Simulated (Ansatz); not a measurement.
This was printed by a script on Ansatz 0.2.0 through its Python package, for a ladder of methods at one geometry of CH₅AlOTe, SMILES [OH][AlH][CH2][TeH]. What did the script look like? Settings (for the species named): MP2, def2-SVP basis, multiplicity 1. The script varies method: mp2, ccsd, ccsd_t.

Contents of `ch5alote.xyz`:
```text
9

O    -1.71260    1.36650   -0.66900
Al   -0.14490    1.09550    0.11980
C     0.94960   -0.43120   -0.49150
Te   -0.03270   -2.24930   -0.22770
H    -2.40300    0.86960   -0.16940
H     0.35780    2.05420    1.30940
H     1.93920   -0.46630    0.13000
H     1.27930   -0.28560   -1.55520
H    -0.14450   -1.99960    1.53650
```

Running `python methods_ch5alote.py` prints:
```text
Hartree-Fock reference -624.399998 Ha
mp2      total -624.922167 Ha  correlation  -14.2089 eV  (90.4 % of the last)
ccsd     total -624.962390 Ha  correlation  -15.3035 eV  (97.3 % of the last)
ccsd_t   total -624.977710 Ha  correlation  -15.7204 eV  (100.0 % of the last)
```

The script that was run (others could print the same):

`methods_ch5alote.py`:
```python
"""One geometry of CH5AlOTe, method by method."""

from dataclasses import dataclass

import ansatz as az


@dataclass
class RunConfig:
    basis: str = "def2-SVP"


settings = RunConfig()

mol = az.Crystal.molecule_from_extxyz("ch5alote.xyz")

model = mol.calculation().basis(gaussian=settings.basis)

methods = ["mp2", "ccsd", "ccsd_t"]
reports = [model.correlation(m).run(threads=1, pin="off").report for m in methods]
print(f"Hartree-Fock reference {reports[0]['reference_energy_ev'] / 27.211386246:.6f} Ha")
best = reports[-1]["free_energy_ev"] - reports[-1]["reference_energy_ev"]
for method, each in zip(methods, reports):
    gained = each["free_energy_ev"] - each["reference_energy_ev"]
    print(f"{method:8s} total {each['free_energy_ev'] / 27.211386246:.6f} Ha  correlation {gained:9.4f} eV  ({100 * gained / best:.1f} % of the last)")
```

Notes:
- Total energies depend on the basis set; only differences at equal settings carry meaning.
- The geometry is a force-field or estimated start, not a minimum of this method, and the basis set is short of its limit. A lower total doesn't mark the better method: functionals have no common bound, and MP2 and coupled cluster aren't variational.
- def2 sets replace the cores of elements past krypton by effective core potentials.
- Inner cores stay frozen; a filled d shell under the valence of the heavier atoms is correlated with it.
- Finished in 27 s on 1 thread of Arm Neoverse V2, on a shared host, peak memory 0.47 GiB.
